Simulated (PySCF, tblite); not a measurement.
# C6H10BCl: geometry, infrared bands and NMR shifts

Aim: predict the infrared bands and NMR shifts of C6H10BCl (`BCC(C)=C=CCCl`).

Computed with tblite 0.8.0 and PySCF 2.14.0, with density-fitted response routines of our own, on a single molecule in the gas phase. Atoms count from 0, in the outputs and in this text.

## 1. The molecule as given

18 atoms, charge 0, multiplicity 1; geometry from: force field or distance geometry start.

Bonds of the start (Å): B0–C1 1.58, C1–C2 1.47, C2–C3 1.46, C2–C4 1.30, C4–C5 1.30, C5–C6 1.46, C6–Cl7 1.76, B0–H8 1.20, B0–H9 1.21, C1–H10 1.11, C1–H11 1.08, C3–H12 1.10, C3–H13 1.12, C3–H14 1.13, C5–H15 1.08, C6–H16 1.11, C6–H17 1.13.

## 2. Geometry optimisation with GFN2-xTB

Job settings and geometry (Å):

```
{"job": {"kind": "relax", "xc": "GFN2-xTB", "basis": "xTB"}, "charge": 0, "multiplicity": 1}
B     -2.733900     0.638500    -0.597100
C     -1.446400    -0.215600    -0.938300
C     -0.553300    -0.186500     0.229200
C     -0.849400    -0.638200     1.583800
C      0.631900     0.312200     0.046200
C      1.826000     0.787200    -0.155900
C      2.853000    -0.176700    -0.549300
Cl     4.074900     0.599300    -1.554100
H     -2.528100     1.814000    -0.521500
H     -3.475200     0.223200     0.258500
H     -1.770000    -1.274700    -1.067400
H     -1.012200     0.114400    -1.872300
H     -1.606800    -1.429600     1.666700
H      0.116600    -0.979800     2.041600
H     -1.133500     0.279800     2.174800
H      1.944100     1.845700     0.008900
H      2.345600    -0.994800    -1.103100
H      3.307900    -0.712000     0.337700
```

Run with:

```bash
$ OMP_NUM_THREADS=1 python probes_run.py task.json out
```

The driver reads the jobs from task.json and runs them one after another.

**Question.** This job is followed by: GFN2-xTB harmonic vibrations, gas phase; GIAO PBE0/pcSseg-1 NMR shielding, non-relativistic, gas phase. What will the session give for the following? strongest single infrared mode (GFN2-xTB); zero-point energy (GFN2-xTB); ¹³C shifts against TMS (PBE0/pcSseg-1); ¹H shifts against TMS (PBE0/pcSseg-1, means over atoms taken as alike); ¹¹B shifts against BF3·OEt2 (PBE0/pcSseg-1); ³⁵Cl shifts against HCl (PBE0/pcSseg-1); surface potential, 1st and 99th percentile.

As calculated:

| quantity | value |
| --- | --- |
| strongest single infrared mode (GFN2-xTB) | 832 cm⁻¹, 140 km/mol |
| zero-point energy (GFN2-xTB) | 87.2 kcal/mol |
| ¹³C shifts against TMS (PBE0/pcSseg-1) | 218.7, 102.2, 94.1, 52.0, 37.2, 26.5 ppm |
| ¹H shifts against TMS (PBE0/pcSseg-1, means over atoms taken as alike) | 7.98, 5.54, 4.17, 2.77, 1.74 ppm |
| ¹¹B shifts against BF3·OEt2 (PBE0/pcSseg-1) | 90.6 ppm |
| ³⁵Cl shifts against HCl (PBE0/pcSseg-1) | 140 ppm |
| surface potential, 1st and 99th percentile | -0.86 V and 1.44 V |

In words: Over 128 steps the energy fell by 0.879 eV; of the close pairs, C1–C2 changed most, 1.470 to 1.519 Å. The lowest mode is imaginary (112i cm⁻¹), so the xTB geometry is not a minimum. The strongest single mode, at 832 cm⁻¹, has its largest shares on H9, H8 and B0 (the list is cut at 3 atoms). GFN2-xTB is a fitted tight-binding method: band positions and strengths are rough. Its intensities can rank the bands wrongly. The most deshielded carbon is C4 (central carbon of an allene), at 218.7 ppm: the central sp carbon of an allene is among the most deshielded carbons of hydrocarbons. At PBE0/pcSseg-1: Shielding is most anisotropic at Cl7 (span 491 ppm, paramagnetic term -335 ppm). At PBE0/pcSseg-1, counted by nearest atom on the grid, the HOMO lies on C2, C4 about 31 % each, the LUMO on B0 48 %; H8, H9 about 13 % each.
